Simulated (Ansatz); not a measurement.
Run this with Ansatz 0.2.0, Python API and show what comes out.

Script `sr_push.py`:
```python
'''Frozen displacement of one atom in Sr.'''

import warnings

import ansatz as az
import numpy as np

FUNCTIONAL = 'pbesol'
CUTOFF = 510
MESH = (5, 5, 8)
SMEARING = 'gaussian'
SIGMA = 0.1


def main() -> None:
    warnings.simplefilter('ignore', az.DeckWarning)

    lattice = az.Lattice.of(
        [7.065952, 0.0, 0.0],
        [-3.532976, 6.119294, 0.0],
        [0.0, 0.0, 3.816633],
    )
    sites = [
        ('Sr', [0.0, 0.665783, 0.0]),
        ('Sr', [0.334217, 0.334217, 0.0]),
        ('Sr', [0.665783, 0.0, 0.0]),
    ]
    xtal = az.Crystal(lattice=lattice)
    for symbol, position in sites:
        xtal = xtal.atom(symbol, position)

    inverse = np.linalg.inv(np.array(xtal.lattice.vectors))
    home = np.array(xtal.sites[0].position)
    values = np.linspace(-0.02, 0.02, 5)
    energies, pulls = [], []
    for shift in values:
        moved = xtal.move(0, to=home + shift * inverse[2])
        calculation = (
            moved.calculation()
            .functional(FUNCTIONAL)
            .pseudopotentials('paw')
            .basis(CUTOFF)
            .kpoints(*MESH)
            .occupations(SMEARING, width=SIGMA)
            .forces()
        )
        r = calculation.run(threads=1).report
        energies.append(r['free_energy_ev'])
        pulls.append(r['forces_ev_ang'][0][2])

    # the force is minus the slope of the free energy
    print('shift (A)   dE (eV)   force along z (eV/A)')
    for shift, e, f in zip(values, energies, pulls):
        print(f'{shift:8.3f} {e - energies[2]:10.5f} {f:12.4f}')
    print(f'stiffness from energies {2 * np.polyfit(values, energies, 2)[0]:.3f}, from forces {-np.polyfit(values, pulls, 1)[0]:.3f} eV/A^2')


if __name__ == '__main__':
    main()
```

```console
$ python sr_push.py
shift (A)   dE (eV)   force along z (eV/A)
  -0.020   -0.00011      -0.0115
  -0.010   -0.00003      -0.0057
   0.000    0.00000       0.0000
   0.010   -0.00003       0.0057
   0.020   -0.00011       0.0115
stiffness from energies -0.574, from forces -0.574 eV/A^2
```

Caveats:
- The mesh is modest for a metal, so energies can be off by several to tens of meV an atom and pressures by half a GPa or more; differences at equal mesh fare better.
- Within a few hundredths of an angstrom the cell has the higher group P6/mmm; the lower one is a small distortion.
- In a metal a curvature from energy changes of a few meV or less hangs on mesh and smearing, in size and even in sign.
- This isn't the structure that Sr takes at ambient conditions.
- All periodic images of the atom move with it, so the curvature is one diagonal element of the zone-centre force constants and no normal mode; a positive value doesn't exclude soft modes in which several atoms move.
- It ran for 66 s on 1 thread of Arm Neoverse V2, on a shared host, peak memory 0.56 GiB.
